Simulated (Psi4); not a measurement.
# WCl4O (SMILES O=[W](Cl)(Cl)(Cl)Cl): a chain of runs

We compute a structure relaxation (singlet WCl4O, PBE/def2-SVPD), then the energy (doublet WCl4O+, UPBE/def2-SVPD), then a geometry optimisation (doublet WCl4O+, UPBE/def2-SVPD), then a single-point energy (doublet WCl4O−, UPBE/def2-SVPD), then a geometry optimisation (doublet WCl4O−, UPBE/def2-SVPD) of Cl4OW. 

The calculation is run with Psi4 1.11.

### Step 1. The molecule

WCl4O has 6 atoms, charge 0, and is taken as a singlet. SMILES: `O=[W](Cl)(Cl)(Cl)Cl`. The coordinates come from a PBE0-D4/def2-TZVP relaxation. The run starts from this shape.

Bond lengths: O1–W2 1.668 Å, W2–Cl3 2.287 Å, W2–Cl4 2.287 Å, W2–Cl5 2.287 Å, W2–Cl6 2.287 Å. Angles: O1–W2–Cl3 104.0°, O1–W2–Cl4 103.9°, O1–W2–Cl5 103.9°, O1–W2–Cl6 103.9°, Cl3–W2–Cl4 152.1°, Cl3–W2–Cl5 86.7°, Cl3–W2–Cl6 86.7°, Cl4–W2–Cl5 86.7°, Cl4–W2–Cl6 86.7°, Cl5–W2–Cl6 152.1°.

### Step 2. A structure relaxation at PBE/def2-SVPD (density fitting, core potential) (run 1)

Contents of cl4ow.xyz:

```xyz
6
Cl4OW
O     -0.010050    -1.747150     0.186510
W     -0.000510    -0.089070     0.009510
Cl     1.915280     0.567920     1.072290
Cl    -1.910010     0.350500    -1.170330
Cl     1.129180     0.249450    -1.950250
Cl    -1.123900     0.668360     1.852270
```

Contents of job.py:

```python
import psi4

psi4.set_memory(1600000000)
psi4.set_num_threads(1)
psi4.core.set_output_file('cl4ow.out', False)

with open('cl4ow.xyz') as f:
    atoms = ''.join(f.readlines()[2:])
m = psi4.geometry('0 1\n' + atoms + 'symmetry c1')

psi4.set_options({
    'reference': 'rks',
})

energy_value = psi4.optimize('pbe/def2-SVPD')
print(f'total energy {energy_value:.8f} hartree = {energy_value * 27.211386:.5f} eV')
print(m.to_string(dtype='xyz', units='Angstrom'))
for k, v in sorted(psi4.core.scalar_variables().items()):
    print(f'{k:45s} {v:18.10f}')
```

On the command line:

```console
$ python job.py
```

cl4ow.out:

```text
gradient() will perform analytic gradient computation.

   => Loading Basis Set <=

    Name: DEF2-SVPD
    Role: ORBITAL
    Keyword: BASIS

    !!!  WARNING: ECP capability is in beta. Please check occupations closely.  !!!

         ---------------------------------------------------------
                                   SCF
                              RKS Reference
                        1 Threads,   1525 MiB Core
         ---------------------------------------------------------

  ==> Geometry <==

    Molecular point group: c1
    Full point group: C1

    Geometry (in Angstrom), charge = 0, multiplicity = 1:

       Center              X                  Y                   Z               Mass
    ------------   -----------------  -----------------  -----------------  -----------------
         O           -0.010386522589    -1.805653791328     0.192754487609    15.994914619570
         W           -0.000846522589    -0.147573791328     0.015754487609   183.950930920000
         CL           1.914943477411     0.509416208672     1.078534487609    34.968852682000
         CL          -1.910346522589     0.291996208672    -1.164085512391    34.968852682000
         CL           1.128843477411     0.190946208672    -1.944005512391    34.968852682000
         CL          -1.124236522589     0.609856208672     1.858514487609    34.968852682000

  Running in c1 symmetry.

  Rotational constants: A =      0.03975  B =      0.03975  C =      0.02446 [cm^-1]
  Rotational constants: A =   1191.63755  B =   1191.56122  C =    733.23634 [MHz]
  Nuclear repulsion =  611.276188558366357

  Charge       = 0
  Multiplicity = 1
  Electrons    = 90
  Nalpha       = 45
  Nbeta        = 45

  ==> Algorithm <==

  SCF Algorithm Type is DF.
  DIIS enabled.
  MOM disabled.
  Fractional occupation disabled.
  Guess Type is SAD.
  Energy threshold   = 1.00e-08
  Density threshold  = 1.00e-08
  Integral threshold = 1.00e-12

  ==> Primary Basis <==

  Basis Set: DEF2-SVPD
    Blend: DEF2-SVPD
    Number of shells: 66
    Number of basis functions: 166
    Number of Cartesian functions: 181
    Spherical Harmonics?: true
    Max angular momentum: 3

  Core potential: DEF2-SVPD
    Number of shells: 4
    Number of ECP primitives: 10
    Number of ECP core electrons: 60
    Max angular momentum: 3

  ==> DFT Potential <==

   => LibXC <=

    Version 7.1.2

   => Composite Functional: PBE <=

    PBE GGA Exchange-Correlation Functional

    Deriv               =              1
    GGA                 =           TRUE
    Meta                =          FALSE

    Exchange Hybrid     =          FALSE
    MP2 Hybrid          =          FALSE

   => Exchange Functionals <=

    1.0000     XC_GGA_X_PBE

   => Correlation Functionals <=

    1.0000     XC_GGA_C_PBE

   => LibXC Density Thresholds  <==

    XC_GGA_C_PBE:  1.00E-12
    XC_GGA_X_PBE:  1.00E-15

   => Molecular Quadrature <=

    Radial Scheme          =       TREUTLER
    Pruning Scheme         =           NONE
    Nuclear Scheme         =       TREUTLER

    Blocking Scheme        =         OCTREE
    BS radius alpha        =              1
    Pruning alpha          =              1
    Radial Points          =             75
    Spherical Points       =            302
    Total Points           =         129101
    Total Blocks           =           1096
    Max Points             =            256
    Max Functions          =            154
    Weights Tolerance      =       1.00E-15

   => Loading Basis Set <=

    Name: (DEF2-SVPD AUX)
    Role: JKFIT
    Keyword: DF_BASIS_SCF

  ==> Integral Setup <==

  DFHelper Memory: AOs need 0.176 GiB; user supplied 0.642 GiB.
  SCF_SUBTYPE=INCORE selected. In-core MEM_DF algorithm will be used.
  Using in-core AOs.

  ==> MemDFJK: Density-Fitted J/K Matrices <==

    J tasked:                   Yes
    K tasked:                    No
    wK tasked:                   No
    Memory [MiB]:               657
    Algorithm:                 Core
    Schwarz Cutoff:           1E-12
    Mask sparsity (%):       3.0483
    Fitting Condition:        1E-10

   => Auxiliary Basis Set <=

  Basis Set: (DEF2-SVPD AUX)
    Blend: DEF2-UNIVERSAL-JKFIT
    Number of shells: 222
    Number of basis functions: 816
    Number of Cartesian functions: 1054
    Spherical Harmonics?: true
    Max angular momentum: 6

  Cached 100.0% of DFT collocation blocks in 0.475 [GiB].

  Minimum eigenvalue in the overlap matrix is 7.2559386466E-04.
  Reciprocal condition number of the overlap matrix is 9.1214842271E-05.
    Using symmetric orthogonalization.

  ==> Pre-Iterations <==

  SCF Guess: Superposition of Atomic Densities via on-the-fly atomic UHF (no occupation information).

   -------------------------
    Irrep   Nso     Nmo
   -------------------------
     A        166     166
   -------------------------
    Total     166     166
   -------------------------

  ==> Iterations <==

                           Total Energy        Delta E     RMS |[F,P]|

[... 3 lines left out ...]
   @DF-RKS iter   3: -1981.87356845850672   -1.17621e+01   2.75497e-03 ADIIS/DIIS
[... 3 lines left out ...]
   @DF-RKS iter   7: -1981.97890828640857   -2.60487e-03   3.79213e-04 ADIIS/DIIS
[... 3 lines left out ...]
   @DF-RKS iter  11: -1981.98089371818855   -2.99861e-06   7.12752e-06 DIIS
[... 3 lines left out ...]
   @DF-RKS iter  15: -1981.98089469893011   -2.71257e-10   3.58045e-08 DIIS
[... 34 lines left out ...]
  @DF-RKS Final Energy: -1981.98089469894080
[... 6 lines left out ...]
    DFT Exchange-Correlation Energy =    -128.3042298911548471
[... 17 lines left out ...]
 Dipole X            :         -0.1128431            0.1162616            0.0034185
[... 132 lines left out ...]
	                                 ==> Convergence Check <==
[... 92 lines left out ...]
    Weights Tolerance      =       1.00E-15
[... 61 lines left out ...]
   @DF-RKS iter   1: -1981.98123448372576   -6.00346e-02   2.99284e-04 ADIIS/DIIS
[... 3 lines left out ...]
   @DF-RKS iter   5: -1981.98263843025643   -2.08661e-04   2.00333e-05 DIIS
[... 3 lines left out ...]
   @DF-RKS iter   9: -1981.98264468228854   -1.67074e-09   2.93702e-07 DIIS
[... 9 lines left out ...]
    Final Occupation by Irrep:
[... 11 lines left out ...]
    Two-Electron Energy =                1497.6983108356046159
[... 3 lines left out ...]
    Total Energy =                      -1981.9826446840306744
[... 60 lines left out ...]
    Weights Tolerance      =       1.00E-15
[... 58 lines left out ...]
	  Convergence Criteria     1.00e-06 *    3.00e-04 *             o    1.20e-03 *             o
[... 106 lines left out ...]
   @DF-RKS iter   1: -1981.98283702004255    1.60323e-02   1.37090e-04 ADIIS/DIIS
[... 3 lines left out ...]
   @DF-RKS iter   5: -1981.98312015959573   -3.86705e-05   6.44115e-06 DIIS
[... 3 lines left out ...]
   @DF-RKS iter   9: -1981.98312088459647   -5.61613e-11   5.83038e-08 DIIS
[... 9 lines left out ...]
    Final Occupation by Irrep:
[... 11 lines left out ...]
    Two-Electron Energy =                1500.2149519188433260
[... 3 lines left out ...]
    Total Energy =                      -1981.9831208846555910
[... 60 lines left out ...]
    Weights Tolerance      =       1.00E-15
[... 58 lines left out ...]
	  Convergence Criteria     1.00e-06 *    3.00e-04 *             o    1.20e-03 *             o
[... 95 lines left out ...]
   @DF-RKS iter   1: -1981.98312727857501    1.83722e-03   1.43291e-05 DIIS
[... 3 lines left out ...]
   @DF-RKS iter   5: -1981.98313069038682   -5.82152e-08   1.49851e-06 DIIS
[... 3 lines left out ...]
   @DF-RKS iter   9: -1981.98313072571727   -2.06910e-11   6.48779e-09 DIIS
[... 17 lines left out ...]
    Nuclear Repulsion Energy =            601.9161020581823323
[... 3 lines left out ...]
    Empirical Dispersion Energy =           0.0000000000000000
[... 17 lines left out ...]
 Dipole Y            :        -19.9817239           20.2030404            0.2213165
[... 96 lines left out ...]
	Measures of convergence in internal coordinates in au.
[... 99 lines left out ...]
                           Total Energy        Delta E     RMS |[F,P]|
[... 4 lines left out ...]
   @DF-RKS iter   3: -1981.98312762737919   -4.99526e-06   3.29958e-06 DIIS
[... 3 lines left out ...]
   @DF-RKS iter   7: -1981.98312777537831   -3.73120e-10   1.69661e-08 DIIS
[... 14 lines left out ...]
  @DF-RKS Final Energy: -1981.98312777538399
[... 6 lines left out ...]
    DFT Exchange-Correlation Energy =    -128.2394671266863497
[... 17 lines left out ...]
 Dipole X            :         -0.1102814            0.1118443            0.0015628
[... 95 lines left out ...]
	                                 ==> Convergence Check <==
[... 81 lines left out ...]
    Weights Tolerance      =       1.00E-15
[... 23 lines left out ...]
   @DF-RKS iter   2: -1981.98311982011501    1.33072e-05   3.45841e-05 DIIS
[... 3 lines left out ...]
   @DF-RKS iter   6: -1981.98313384450080   -1.21031e-09   1.70916e-07 DIIS
[... 29 lines left out ...]
    Final Occupation by Irrep:
[... 4 lines left out ...]

  @DF-RKS Final Energy: -1981.98313384507901

   => Energetics <=

    Nuclear Repulsion Energy =            601.9540351215720193
    One-Electron Energy =               -3956.3959691320942511
    Two-Electron Energy =                1500.6982596607836058
    DFT Exchange-Correlation Energy =    -128.2394594953402986
    Empirical Dispersion Energy =           0.0000000000000000
    VV10 Nonlocal Energy =                  0.0000000000000000
    Total Energy =                      -1981.9831338450790099

Computation Completed

Properties will be evaluated at   0.000000,   0.000000,   0.000000 [a0]

Properties computed using the SCF density matrix

 Multipole Moments:

 ------------------------------------------------------------------------------------
     Multipole            Electronic (a.u.)      Nuclear  (a.u.)        Total (a.u.)
 ------------------------------------------------------------------------------------

 L = 1.  Multiply by 2.5417464519 to convert [e a0] to [Debye]
 Dipole X            :         -0.1076251            0.1094712            0.0018462
 Dipole Y            :        -19.8112363           20.0337634            0.2225271
 Dipole Z            :          2.1071197           -2.1307602           -0.0236405
 Magnitude           :                                                    0.2237870

 ------------------------------------------------------------------------------------

	total time  =         10 seconds =       0.17 minutes

         ------------------------------------------------------------
                                   SCF GRAD
         ------------------------------------------------------------

  ==> Geometry <==

    Molecular point group: c1
    Full point group: C1

    Geometry (in Angstrom), charge = 0, multiplicity = 1:

       Center              X                  Y                   Z               Mass
    ------------   -----------------  -----------------  -----------------  -----------------
         O           -0.010391139170    -1.831195960469     0.195333791460    15.994914619570
         W           -0.000798897115    -0.145992753928     0.015529259518   183.950930920000
         CL           1.945649019354     0.512025979218     1.096890463669    34.968852682000
         CL          -1.941678937237     0.291122788271    -1.182095477597    34.968852682000
         CL           1.147164246197     0.188257005377    -1.974756398192    34.968852682000
         CL          -1.142178837133     0.614175243548     1.888924371928    34.968852682000

  Nuclear repulsion =  601.954035121572019

   => Molecular Quadrature <=

    Radial Scheme          =       TREUTLER
    Pruning Scheme         =           NONE
    Nuclear Scheme         =       TREUTLER

    Blocking Scheme        =         OCTREE
    BS radius alpha        =              1
    Pruning alpha          =              1
    Radial Points          =             75
    Spherical Points       =            302
    Total Points           =         129136
    Total Blocks           =           1103
    Max Points             =            256
    Max Functions          =            154
    Weights Tolerance      =       1.00E-15

  -Total Gradient:
     Atom            X                  Y                   Z
    ------   -----------------  -----------------  -----------------
       1        0.000007564647    -0.000015722108    -0.000007128960
       2        0.000035344559    -0.000145999304     0.000072505787
       3       -0.000064912436     0.000029434537     0.000077884139
       4       -0.000031711970     0.000028660895    -0.000083820448
       5        0.000075453791     0.000012732593     0.000045978137
       6       -0.000023854198     0.000002311595    -0.000094349137

	total time  =          7 seconds =       0.12 minutes

    			-----------------------------------------

    			 OPTKING 3.0: for geometry optimizations

    			        with contributions from

    			-----------------------------------------

	                            ===> Fragment 1 <==

	 Z (Atomic Numbers)          Masses                          Geom
	       8.000000            15.994915         -0.01963641 -3.46045885  0.36912737
	      74.000000            183.950931        -0.00150970 -0.27588632  0.02934605
	      17.000000            34.968853          3.67674378  0.96758887  2.07282257
	      17.000000            34.968853         -3.66924141  0.55014234 -2.23383671
	      17.000000            34.968853          2.16782625  0.35575418 -3.73174876
	      17.000000            34.968853         -2.15840519  1.16062300  3.56954973

	 - Coordinate -           - BOHR/RAD -       - ANG/DEG -
	 R(1,2)           =         3.202699           1.694795
	 R(2,3)           =         4.387662           2.321851
	 R(2,4)           =         4.388231           2.322152
[... 41 lines of this table left out ...]
	 O(6,2,4,5)       =        -0.464688         -26.624654

	        --- Internal Coordinate Step in ANG or DEG, aJ/ANG or AJ/DEG ---
	-------------------------------------------------------------------------------
	           Coordinate      Previous         Force          Change          New
	           ----------      --------        ------          ------        ------
	               R(1,2)       1.69480        0.00000       -0.00003       1.69477
	               R(2,3)       2.32185        0.00005        0.00006       2.32191
	               R(2,4)       2.32215       -0.00065       -0.00023       2.32192
[... 41 lines of this table left out ...]
	           O(6,2,4,5)     -26.62465        0.00000        0.04106     -26.58359
	-------------------------------------------------------------------------------

	                                 ==> Convergence Check <==

	Measures of convergence in internal coordinates in au.

	Criteria marked as inactive (o), active & met (*), and active & unmet ( ).

	----------------------------------------------------------------------------------------------
	   Step    Total Energy     Delta E     Max Force     RMS Force      Max Disp      RMS Disp
	----------------------------------------------------------------------------------------------
	  Convergence Criteria     1.00e-06 *    3.00e-04 *             o    1.20e-03 *             o
	----------------------------------------------------------------------------------------------
	     6   -1981.98313385   -6.07e-06      7.86e-05 *    1.96e-05 o    8.37e-04 *    4.81e-04 o  ~
	----------------------------------------------------------------------------------------------

Next Geometry in Ang
	Fragment 1 (Ang)

	    O  -0.0104926014  -1.8305647637   0.1953349188
	    W  -0.0008122345  -0.1453980759   0.0154504759
	   Cl   1.9459619885   0.5116910530   1.0969190797
	   Cl  -1.9416153811   0.2907123093  -1.1822125490
	   Cl   1.1472014738   0.1880398149  -1.9749675470
	   Cl  -1.1424777903   0.6139119645   1.8893016324

    Final optimized geometry and variables:
    Molecular point group: c1
    Full point group: C1

    Geometry (in Angstrom), charge = 0, multiplicity = 1:

    O           -0.010391139170    -1.831195960469     0.195333791460
    W           -0.000798897115    -0.145992753928     0.015529259518
    CL           1.945649019354     0.512025979218     1.096890463669
    CL          -1.941678937237     0.291122788271    -1.182095477597
    CL           1.147164246197     0.188257005377    -1.974756398192
    CL          -1.142178837133     0.614175243548     1.888924371928

[set-up sections that repeat, and orbital energies of the middle runs, are left out above]
```

It took 2 min on 1 thread of AMD EPYC 7R43 (Zen 3), shared host; peak memory 1.1 GiB.

The path in brief:

```
step  energy from the first frame kept (eV)  largest force (eV/Å)
   0                                 0.0000                1.7925
   1                                -0.0476                0.9780
   2                                -0.0606                0.0696
   3                                -0.0608                0.0187
   4                                -0.0608                0.0124
   5                                -0.0609                0.0086
```

After the run. Bond lengths: O1–W2 1.695 Å, W2–Cl3 2.322 Å, W2–Cl4 2.322 Å, W2–Cl5 2.322 Å, W2–Cl6 2.322 Å. Angles: O1–W2–Cl3 103.7°, O1–W2–Cl4 103.7°, O1–W2–Cl5 103.7°, O1–W2–Cl6 103.7°, Cl3–W2–Cl4 152.6°, Cl3–W2–Cl5 86.8°, Cl3–W2–Cl6 86.8°, Cl4–W2–Cl5 86.8°, Cl4–W2–Cl6 86.8°, Cl5–W2–Cl6 152.6°.

### Step 3. The doublet cation: the energy at UPBE/def2-SVPD (density fitting, core potential) (run 2)

Contents of job.in:

```
memory 1600 mb

molecule mol {
  1 2
  O     -0.01900120    -3.34990238     0.35732642
  W     -0.00087305    -0.16533025     0.01754611
  Cl     3.67738058     1.07814545     2.06102224
  Cl    -3.66860469     0.66069928    -2.24563714
  Cl     2.16846262     0.46631071    -3.74354934
  Cl    -2.15776866     1.27117908     3.55774958
  units au
  symmetry c1
}

set reference uks

energy('pbe/def2-SVPD')
```

On the command line:

```console
$ psi4 job.in job.out -n 1
```

job.out, cut to the lines that bear on the results:

```text
[...]
    !!!  WARNING: ECP capability is in beta. Please check occupations closely.  !!!
[...]
  Running in c1 symmetry.
[...]
  Nuclear repulsion =  601.954024185261915
[...]
  Multiplicity = 2
[...]
  Nalpha       = 45
  Nbeta        = 44
[...]
    Number of basis functions: 166
[...]
   @DF-UKS iter   1: -1980.72682613059578    6.65757e-01   8.11049e-03 ADIIS/DIIS
[...]
   @DF-UKS iter  17: -1981.60017290630367   -2.10516e-08   4.09594e-07 DIIS
[...]
   @S^2 Observed:                7.544094315E-01
[...]
  @DF-UKS Final Energy: -1981.60017290630367
   => Energetics <=
    Nuclear Repulsion Energy =            601.9540241852619147
    One-Electron Energy =               -3938.1490644690547924
    Two-Electron Energy =                1482.4777157410746895
    DFT Exchange-Correlation Energy =    -127.8828483635855804
    Empirical Dispersion Energy =           0.0000000000000000
    VV10 Nonlocal Energy =                  0.0000000000000000
    Total Energy =                      -1981.6001729063036692
[...]
```

Wall time 32 s (1 thread of AMD EPYC 7R43 (Zen 3), shared host); peak memory 0.91 GiB.

(Part 1 of 3 ends here.)
